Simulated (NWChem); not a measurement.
# CH4InS (SMILES [CH3][In][SH]) at 3 levels

Wanted: a comparison of 3 runs (UHF/STO-3G, UHF/3-21G, UHF/def2-TZVP) of CH4InS. 

The results are computed with NWChem 7.3.0.

## 1. The system as given

CH4InS: 7 atoms, total charge 0, spin state doublet. SMILES: `[CH3][In][SH]`. The shape is that of a PBE0-D4/def2-TZVP optimisation. This is one conformer, not always the lowest.

Bond lengths: C1–In2 2.200 Å, In2–S3 2.440 Å, C1–H4 1.091 Å, C1–H5 1.091 Å, C1–H6 1.088 Å, S3–H7 1.345 Å. Angles: C1–In2–S3 115.6°, In2–C1–H4 107.4°, In2–C1–H5 107.4°, In2–C1–H6 111.0°, In2–S3–H7 92.5°, H4–C1–H5 110.0°, H4–C1–H6 110.5°, H5–C1–H6 110.5°.

## 2. Energy and forces at UHF/STO-3G (run 1)

Input file job.nw:

```
echo
start job
title "CH4InS gradient"
memory total 2200 mb
charge 0
geometry units angstrom noautosym nocenter noautoz
  C     -0.838400     0.714400    -0.385000
  In     0.075600    -0.066300     1.457300
  S      1.913200    -1.639400     1.139600
  H     -1.220100    -0.139500    -0.947400
  H     -0.052100     1.214500    -0.953100
  H     -1.643300     1.409800    -0.156300
  H      1.826400    -1.561400    -0.200700
end
basis spherical bse
  C library STO-3G
  In library STO-3G
  S library STO-3G
  H library STO-3G
end
scf
  doublet
  uhf
  thresh 1e-08
  maxiter 80
  print low
end
task scf gradient
```

The run is started by

```console
$ nwchem job.nw > job.out
```

The log of the run:

```text
[...]
  functions       =    45
[...]
  wavefunction    = UHF
[...]
         Total SCF energy =  -6115.787891356188
      One electron energy =  -9101.395684977357
      Two electron energy =   2671.296319187423
 Nuclear repulsion energy =    314.311474433745
                       Sz =      0.5000
                 Sz(Sz+1) =      0.7500
                      S^2 =      0.7534
[...]
                         UHF ENERGY GRADIENTS
    atom               coordinates                        gradient
                 x          y          z           x          y          z
   1 C      -1.584346   1.350020  -0.727545   -0.019912   0.016983  -0.031373
   2 In      0.142863  -0.125289   2.753898   -0.012723   0.010935   0.017850
   3 S       3.615424  -3.098017   2.153532    0.028166  -0.024170   0.010419
   4 H      -2.305655  -0.263617  -1.790326   -0.000062  -0.012502   0.002673
   5 H      -0.098455   2.295072  -1.801098    0.012365   0.001912   0.002636
   6 H      -3.105387   2.664136  -0.295364   -0.004321   0.003786   0.008439
   7 H       3.451396  -2.950618  -0.379268   -0.003512   0.003056  -0.010645
 Task  times  cpu:        6.3s     wall:        6.3s
 Total times  cpu:        6.4s     wall:        6.4s
```

Run time: 6.9 s. Hardware: 1 thread of AMD EPYC 9R45 (Zen 5), shared host; peak memory 0.1 GiB.

## 3. Energy and forces at UHF/3-21G (run 2)

Input file ch4ins.nw:

```
start ch4ins
memory total 2200 mb

geometry units angstrom noautosym nocenter noautoz
  C       -0.838400       0.714400      -0.385000
  In       0.075600      -0.066300       1.457300
  S        1.913200      -1.639400       1.139600
  H       -1.220100      -0.139500      -0.947400
  H       -0.052100       1.214500      -0.953100
  H       -1.643300       1.409800      -0.156300
  H        1.826400      -1.561400      -0.200700
end

basis spherical bse
  * library 3-21G
end

scf
  nopen 1
  uhf
  thresh 1e-08
  maxiter 80
end

task scf gradient
```

The run is started by

```console
$ nwchem ch4ins.nw > ch4ins.out
```

The log of the run:

```text
[...]
  functions       =    61
[...]
  wavefunction    = UHF
[...]
         Total SCF energy =  -6150.295370842912
      One electron energy =  -9121.315750078715
      Two electron energy =   2656.708904802058
 Nuclear repulsion energy =    314.311474433745
                       Sz =      0.5000
                 Sz(Sz+1) =      0.7500
                      S^2 =      0.7595
[...]
                         UHF ENERGY GRADIENTS
    atom               coordinates                        gradient
                 x          y          z           x          y          z
   1 C      -1.584346   1.350020  -0.727545   -0.002476   0.002088  -0.000944
   2 In      0.142863  -0.125289   2.753898    0.014681  -0.012544  -0.012254
   3 S       3.615424  -3.098017   2.153532   -0.009430   0.008059   0.000417
   4 H      -2.305655  -0.263617  -1.790326   -0.000251  -0.006343   0.001102
   5 H      -0.098455   2.295072  -1.801098    0.006235   0.001187   0.001089
   6 H      -3.105387   2.664136  -0.295364   -0.003375   0.002944   0.003200
   7 H       3.451396  -2.950618  -0.379268   -0.005383   0.004608   0.007391
[...]
```

It took 8.1 s on 1 thread of AMD EPYC 9R45 (Zen 5), shared host; peak memory 0.1 GiB.

## 4. Energy and forces at UHF/def2-TZVP (core potential) (run 3)

Input file m1.nw:

```
start m1
title "CH4InS hf"
memory stack 880 mb heap 220 mb global 1100 mb
geometry units angstroms noautosym nocenter noautoz
C     -0.838400     0.714400    -0.385000
In     0.075600    -0.066300     1.457300
S      1.913200    -1.639400     1.139600
H     -1.220100    -0.139500    -0.947400
H     -0.052100     1.214500    -0.953100
H     -1.643300     1.409800    -0.156300
H      1.826400    -1.561400    -0.200700
end
basis spherical bse
* library def2-TZVP
end
ecp bse
In library def2-TZVP
end
scf
doublet
uhf
thresh 1e-08
maxiter 80
print medium
end
task scf gradient
```

The run is started by

```console
$ nwchem m1.nw > m1.out
```

The log of the run:

```text
[...]
  functions       =   142
[...]
  wavefunction    = UHF
[...]
         Total SCF energy =   -626.981493978620
      One electron energy =  -1248.205012029364
      Two electron energy =    465.890966053940
 Nuclear repulsion energy =    155.332551996804
                       Sz =      0.5000
                 Sz(Sz+1) =      0.7500
                      S^2 =      0.7669
[...]
                         UHF ENERGY GRADIENTS
    atom               coordinates                        gradient
                 x          y          z           x          y          z
   1 C      -1.584346   1.350020  -0.727545    0.000826  -0.000735   0.002196
   2 In      0.142863  -0.125289   2.753898    0.001066  -0.000894  -0.004031
   3 S       3.615424  -3.098017   2.153532    0.000470  -0.000446   0.009090
   4 H      -2.305655  -0.263617  -1.790326   -0.001426  -0.005559  -0.001291
   5 H      -0.098455   2.295072  -1.801098    0.005274   0.002224  -0.001311
   6 H      -3.105387   2.664136  -0.295364   -0.003906   0.003400   0.002657
   7 H       3.451396  -2.950618  -0.379268   -0.002306   0.002011  -0.007311
[...]
```

Run time: 2 min. Hardware: 1 thread of AMD EPYC 9R45 (Zen 5), shared host; peak memory 0.12 GiB.

## 5. Overview of the runs

```tsv
run	level	core potential	energy (Eh)	⟨S²⟩	largest force (eV/Å)	wall time
1	UHF/STO-3G	–	-6115.787891	0.753	2.101	6.9 s
2	UHF/3-21G	–	-6150.295371	0.759	1.176	8.1 s
3	UHF/def2-TZVP (core potential)	def2-TZVP	-626.981494	0.767	0.469	2 min
```

## 6. Summary of results

| quantity | value |
| --- | --- |
| run 3: total energy | -626.98149 Eh |
| run 3: dipole moment | 2.67 D |
| run 3: HOMO energy (highest over α and β) | -7.98 eV |
| run 3: LUMO energy (lowest over α and β) | 0.40 eV |
| run 3: ⟨S²⟩ | 0.767 |
| run 3: largest force on an atom | 0.469 eV/Å |

In words: Some runs of one species differ in core potentials or relativity; totals across that change don't compare. In run 1 the basis is minimal, so the values are rough. In runs 1, 2 relativity is left out where basis or elements ask for it. All runs together took 2.2 min, the longest 2 min.
